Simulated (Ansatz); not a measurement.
# TiPd: the cost of one run

Program: Ansatz 0.2.0. Level of theory: DFT PBEsol, scalar-relativistic. These are calculated values, not measurements.

**1. The structure to begin with**

It takes space group Pm-3m (No. 221, cubic). The conventional cell has a = 3.180 Å, b = 3.180 Å, c = 3.180 Å, α = 90.00°, β = 90.00°, γ = 90.00°. Ti (site symmetry m-3m) is surrounded by 8 Pd at 2.75 Å. Pd (site symmetry m-3m) is surrounded by 8 Ti at 2.75 Å.

Coordinates:

```
Ti Pd
1.0
     3.18000    0.00000    0.00000
     0.00000    3.18000    0.00000
     0.00000    0.00000    3.18000
Ti Pd
1 1
Direct
  0.50000 0.50000 0.50000
  0.00000 0.00000 0.00000
```

Atoms are numbered in the order of the input: Ti1, Pd2.

**2. After the deformation**

Space group Pm-3m before, R-3m after.

**3. All-electron LAPW**

The input, input.yaml:

```yaml
crystal:
  lattice:
    - [3.18, -0.0318, -0.0318]
    - [-0.0318, 3.18, -0.0318]
    - [-0.0318, -0.0318, 3.18]
  atoms:
    - { symbol: Ti, position: [0.5, 0.5, 0.5] }
    - { symbol: Pd, position: [0.0, 0.0, 0.0] }
kpoints:
  mp_grid: { grid: [13, 13, 13] }
  band_path:
    path:
      - [0.0, 0.0, 0.0]
      - [0.5, 0.0, 0.0]
      - [0.5, -0.5, 0.5]
      - [0.4804921086, -0.5195078914, 0.4804921086]
      - [0.4804921086, 0.4804921086, 0.4804921086]
      - [0.0, 0.0, 0.0]
      - [0.5, -0.5, 0.0]
    npoints: 5
scf:
  occupations: { method: fermi_dirac, width: 0.08 }
hamiltonian:
  xc: pbesol
  pseudopotentials: { kind: all_electron, lapw: { basis_error: 0.0005 } }
output:
  forces: true
  stress: true
  eigenvalues: true
```

Command:

```console
> ansatz run input.yaml --threads 1 --pin off --max-ram 3072MiB --backend cpu --events-out ev --progress --plain --runs-dir out
```

Q: Estimate wall time and peak memory on 1 thread of Intel Xeon Platinum 8488C (Sapphire Rapids), shared host.

About 49 s, with a peak of 0.82 GiB.
